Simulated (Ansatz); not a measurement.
# InS3 (element-swapped structure): how the settings move a single-point run

Method: reference: DFT r2SCAN, plane waves, PAW, scalar-relativistic, no spin polarisation, in Ansatz 0.2.0.

**1. The structure to begin with**

The structure is trigonal, space group R-3c (No. 167). The conventional cell has a = 5.378 Å, b = 5.378 Å, c = 24.807 Å, α = 90.00°, β = 90.00°, γ = 120.00°. S (site symmetry 2) has 2 In at 2.62 Å as nearest neighbours. Around In (site symmetry -3) lie 6 S at 2.62 Å.

Coordinates:

```
CELL_PARAMETERS angstrom
1.63741 -5.12296 0.00000
0.00000 2.82315 -4.57773
7.19540 5.12296 0.00000
ATOMIC_POSITIONS crystal
S 0.83330 0.75000 0.75000
S 0.25000 0.33330 0.75000
S 0.66670 0.16670 0.75000
S 0.16670 0.25000 0.25000
S 0.75000 0.66670 0.25000
S 0.33330 0.83330 0.25000
In 0.00000 0.00000 0.00000
In 0.50000 0.50000 0.50000
```

**2. Reference**

Contents of input.yaml:

```yaml
crystal:
  lattice:
    - [1.63741, -5.12296, 0.0]
    - [0.0, 2.823153, -4.57773]
    - [7.195399, 5.12296, 0.0]
  atoms:
    - { symbol: S, position: [0.8333, 0.75, 0.75] }
    - { symbol: S, position: [0.25, 0.3333, 0.75] }
    - { symbol: S, position: [0.6667, 0.1667, 0.75] }
    - { symbol: S, position: [0.1667, 0.25, 0.25] }
    - { symbol: S, position: [0.75, 0.6667, 0.25] }
    - { symbol: S, position: [0.3333, 0.8333, 0.25] }
    - { symbol: In, position: [0.0, 0.0, 0.0] }
    - { symbol: In, position: [0.5, 0.5, 0.5] }
  symmetry: { tolerance: 0.0003 }
kpoints:
  mp_grid: { grid: [4, 4, 4], shift: [0, 0, 0] }
magnetization:
  spin_polarized: false
scf:
  occupations: { method: gaussian, width: 0.0128 }
hamiltonian:
  pseudopotentials: { kind: paw }
  xc: r2scan
basis:
  ecutwfc: 500
output:
  forces: true
  stress: true
  eigenvalues: true
```

Run with:

```bash
ansatz run input.yaml --threads 1 --pin off --max-ram 2560MiB --backend cpu --events-out ev --progress --plain --runs-dir out
```

What time and memory should one allow on 1 thread of an x86-64 CPU, shared host?

About 9.2 s, with a peak of 1 GiB.
